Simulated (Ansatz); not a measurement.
# BNH3ClO (SMILES NB(O)Cl): a chain of runs

Aim: a series of 18 runs (HF/STO-3G, UHF/STO-3G, HF/3-21G, UHF/3-21G, HF/6-31G*, UHF/6-31G*, B3LYP/6-31G*, PBE/def2-SVP, and more) of BClH3NO. 

Program for the calculation: Ansatz 0.2.0.

## (1) The system as given

BNH3ClO: 7 atoms, total charge 0, spin state singlet. As SMILES, `NB(O)Cl`. The shape is that of a PBE0-D4/def2-TZVP optimisation. This is one conformer, not always the lowest. The run starts from this shape.

Bond lengths: N1–B2 1.393 Å, B2–O3 1.360 Å, B2–Cl4 1.788 Å, N1–H5 1.002 Å, N1–H6 1.005 Å, O3–H7 0.959 Å. Angles: N1–B2–O3 120.7°, N1–B2–Cl4 119.3°, O3–B2–Cl4 120.0°, B2–N1–H5 122.9°, B2–N1–H6 121.7°, B2–O3–H7 113.0°, H5–N1–H6 115.4°.

## (2) A geometry optimisation at HF/STO-3G (start density atoms) (run 1)

The input, in.yaml:

```yaml
crystal:
  periodic: [false, false, false]
  atoms:
    - {symbol: "N", position_ang: [-0.520100, 0.976200, -0.014400]}
    - {symbol: B, position_ang: [0.060900, -0.288100, -0.083300]}
    - {symbol: O, position_ang: [1.097000, -0.622600, 0.732400]}
    - {symbol: Cl, position_ang: [-0.570000, -1.477100, -1.260400]}
    - {symbol: H, position_ang: [-1.284200, 1.257300, -0.599100]}
    - {symbol: H, position_ang: [-0.194300, 1.671700, 0.633400]}
    - {symbol: H, position_ang: [1.410800, -1.517400, 0.591500]}
basis:
  gaussian: {orbitals: STO-3G}
hamiltonian: {xc: hf}
relax: {f_tol: 0.002}
output: {orbitals: {seedname: orbitals}}
```

Launch:

```bash
$ ansatz run in.yaml --threads 1 --pin off --max-ram 3480MiB --events-out events.jsonl --progress --plain --runs-dir runs
```

Output:

```text
Warning: RAYON_NUM_THREADS=1 ignored (pool sized by the plan → 1); use --threads N
The last accepted step is kept in runs//last_step.txt (removed where the run ends without a failure and the disk answers)
[... 49 lines left out ...]
Total energy: -16556.08310070 eV, -608.4248318344 hartree
[... 7 lines left out ...]
Dipole moment:     0.092284     0.326939     0.246628 e Å
```

It took 9 s on 1 thread of Arm Neoverse N1, shared host; peak memory 0.12 GiB.

Step by step:

```
step  energy from the first frame kept (eV)  largest force (eV/Å)
   1                                 0.0000                1.8750
   2                                -0.0381                0.3723
   3                                -0.0405                0.0898
   4                                -0.0408                0.0263
   5                                -0.0407                0.0540
   6                                -0.0408                0.0022
```

After the run. Bond lengths: N1–B2 1.387 Å, B2–O3 1.351 Å, B2–Cl4 1.817 Å, N1–H5 1.015 Å, N1–H6 1.016 Å, O3–H7 0.980 Å. Angles: N1–B2–O3 121.1°, N1–B2–Cl4 118.4°, O3–B2–Cl4 120.4°, B2–N1–H5 123.5°, B2–N1–H6 122.3°, B2–O3–H7 111.8°, H5–N1–H6 114.2°.

## (3) Vibrational wavenumbers at HF/STO-3G (start density atoms) (run 2)

The input, input.yaml:

```yaml
crystal:
  periodic: [false, false, false]
  atoms:
    - {symbol: "N", position_ang: [-0.515583, 0.970989, -0.012135]}
    - {symbol: B, position_ang: [0.071121, -0.284801, -0.071636]}
    - {symbol: O, position_ang: [1.100248, -0.613905, 0.739669]}
    - {symbol: Cl, position_ang: [-0.576054, -1.486102, -1.270750]}
    - {symbol: H, position_ang: [-1.288973, 1.257103, -0.603866]}
    - {symbol: H, position_ang: [-0.199719, 1.687456, 0.635558]}
    - {symbol: H, position_ang: [1.409060, -1.530739, 0.583260]}
basis:
  gaussian:
    orbitals: STO-3G
hamiltonian:
  xc: hf
phonons:
  temperatures: {t_min: 298.15, t_max: 298.15, t_step: 1}
```

Launch:

```bash
$ ansatz run input.yaml --threads 1 --pin off --max-ram 3480MiB --events-out events.jsonl --progress --plain --runs-dir runs
```

Output:

```text
Warning: RAYON_NUM_THREADS=1 ignored (pool sized by the plan → 1); use --threads N
[... 232 lines left out ...]
Total energy: -16556.08310806 eV, -608.4248321051 hartree
[... 7 lines left out ...]
Dipole moment:     0.092285     0.326937     0.246628 e Å
Vibrations: 345.23 406.14 471.70 524.09 608.39 645.55 715.38 1062.16 1252.15 1456.37 1727.12 1919.61 4062.02 4253.06 4336.38 cm⁻¹, zero-point energy 1.474503 eV
```

Run time: 21 s. Hardware: 1 thread of Arm Neoverse N1, shared host; peak memory 0.081 GiB.

Runs 3 to 17 aren't shown in full; the table further down has their settings and results.

## (4) The harmonic vibrations at MP2/6-31G(d) (Cartesian functions, start density atoms) (run 18)

The input, input.yaml:

```yaml
basis:
  gaussian:
    orbitals: "6-31G*"
crystal:
  periodic: [false, false, false]
  atoms:
    - {symbol: N, position_ang: [-0.524143, 0.976703, -0.017929]}
    - {symbol: B, position_ang: [0.057778, -0.293995, -0.089061]}
    - {symbol: O, position_ang: [1.102137, -0.616187, 0.740318]}
    - {symbol: Cl, position_ang: [-0.571666, -1.483084, -1.264937]}
    - {symbol: H, position_ang: [-1.292427, 1.270482, -0.600435]}
    - {symbol: H, position_ang: [-0.188111, 1.667855, 0.637334]}
    - {symbol: H, position_ang: [1.416531, -1.521775, 0.594810]}
correlation:
  method: mp2
phonons:
  temperatures: {t_min: 298.15, t_max: 298.15, t_step: 1}
```

Launch:

```bash
$ ansatz run input.yaml --threads 1 --pin off --max-ram 3480MiB --events-out events.jsonl --progress --plain --runs-dir runs
```

Output:

```text
Warning: RAYON_NUM_THREADS=1 ignored (pool sized by the plan → 1); use --threads N
[... 26 lines left out ...]
8 core orbitals not correlated: weight in the atoms' cores, before any rotation towards them, 1.000 or more for the frozen orbitals, at most 0.000 for the correlated occupied ones
[... 101 lines left out ...]
8 core orbitals not correlated: weight in the atoms' cores, before any rotation towards them, 1.000 or more for the frozen orbitals, at most 0.000 for the correlated occupied ones
[... 100 lines left out ...]
8 core orbitals not correlated: weight in the atoms' cores, before any rotation towards them, 1.000 or more for the frozen orbitals, at most 0.000 for the correlated occupied ones
[... 98 lines left out ...]
Dipole moment:     0.003721     0.237512     0.119531 e Å
[... 1 line left out ...]
Checks for a lower state left out: cluster_reference
```

Run time: 2 min. Hardware: 1 thread of Arm Neoverse N1, shared host; peak memory 0.14 GiB.

## (5) The series

```
run                                                    level         task  walk f tol  partner  energy (Eh)  dipole moment (D)  wall time
  1                          HF/STO-3G (start density atoms)     optimise       0.002     base  -608.424832               2.02        9 s
  2                          HF/STO-3G (start density atoms)  frequencies           –     base  -608.424832               2.02       21 s
  3                         UHF/STO-3G (start density atoms)       energy           –   cation  -608.144164                  –     0.44 s
  4                         UHF/STO-3G (start density atoms)     optimise           –   cation  -608.174156                  –       11 s
  5                           HF/3-21G (start density atoms)     optimise       0.002     base  -612.336200               2.16       13 s
  6                           HF/3-21G (start density atoms)  frequencies           –     base  -612.336199               2.16       25 s
  7                          UHF/3-21G (start density atoms)       energy           –   cation  -611.981148                  –        1 s
  8                          UHF/3-21G (start density atoms)     optimise           –   cation  -612.008400                  –       18 s
  9     HF/6-31G* (Cartesian functions, start density atoms)     optimise       0.002     base  -615.370921               1.37       24 s
 10     HF/6-31G* (Cartesian functions, start density atoms)  frequencies           –     base  -615.370921               1.37       62 s
 11    UHF/6-31G* (Cartesian functions, start density atoms)       energy           –   cation  -615.024901                  –      3.3 s
 12    UHF/6-31G* (Cartesian functions, start density atoms)     optimise           –   cation  -615.049272                  –       28 s
 13  B3LYP/6-31G* (Cartesian functions, start density atoms)     optimise       0.002     base  -616.967580               1.43       31 s
 14  B3LYP/6-31G* (Cartesian functions, start density atoms)  frequencies           –     base  -616.967580               1.43    1.9 min
 15                       PBE/def2-SVP (start density atoms)     optimise       0.002     base  -616.341611               1.17       28 s
 16                       PBE/def2-SVP (start density atoms)  frequencies           –     base  -616.341611               1.17       70 s
 17    MP2/6-31G* (Cartesian functions, start density atoms)     optimise       0.002     base  -615.917027               1.28       25 s
 18    MP2/6-31G* (Cartesian functions, start density atoms)  frequencies           –     base  -615.917027               1.28      2 min
```

## (6) Outcome

| quantity | value |
| --- | --- |
| run 18, MP2/6-31G*: total energy | -615.91703 Eh |
| run 18, MP2/6-31G*: dipole moment (correlated density) | 1.28 D |
| run 18, MP2/6-31G*: correlation energy (8 core orbitals frozen) | -547.6 mEh |
| run 18, MP2/6-31G*: largest force on an atom | 0.001 eV/Å |
| run 18, MP2/6-31G*: lowest harmonic wavenumber | 328 cm⁻¹ |
| run 18, MP2/6-31G*: highest harmonic wavenumber | 3825 cm⁻¹ |
| run 18, MP2/6-31G*: zero-point energy | 125.7 kJ/mol |
| vertical ionisation energy (to the doublet cation), HF/STO-3G | 7.637 eV |
| vertical ionisation energy (to the doublet cation), HF/3-21G | 9.661 eV |
| vertical ionisation energy (to the doublet cation), HF/6-31G* | 9.416 eV |
| adiabatic ionisation energy (to the doublet cation, no zero-point term), HF/STO-3G | 6.821 eV |
| adiabatic ionisation energy (to the doublet cation, no zero-point term), HF/3-21G | 8.920 eV |
| adiabatic ionisation energy (to the doublet cation, no zero-point term), HF/6-31G* | 8.753 eV |

In words: At HF/STO-3G: removing an electron at fixed nuclei costs 7.64 eV (176 kcal/mol). In a minimal basis such a difference can be off by several eV, whatever the method. At HF/3-21G: the vertical ionisation energy comes to 9.66 eV (223 kcal/mol). At HF/6-31G*: the vertical ionisation energy comes to 9.42 eV (217 kcal/mol). At HF/STO-3G: the adiabatic ionisation energy (to the doublet cation, no zero-point term) is 6.82 eV (157 kcal/mol). At HF/3-21G: the adiabatic ionisation energy (to the doublet cation, no zero-point term) is 8.92 eV (206 kcal/mol). Totals of different functionals can't be ranked against each other. In runs 1, 2, 3, 4 the basis is minimal, so the values are rough. All runs together took 10 min, the longest 2 min.
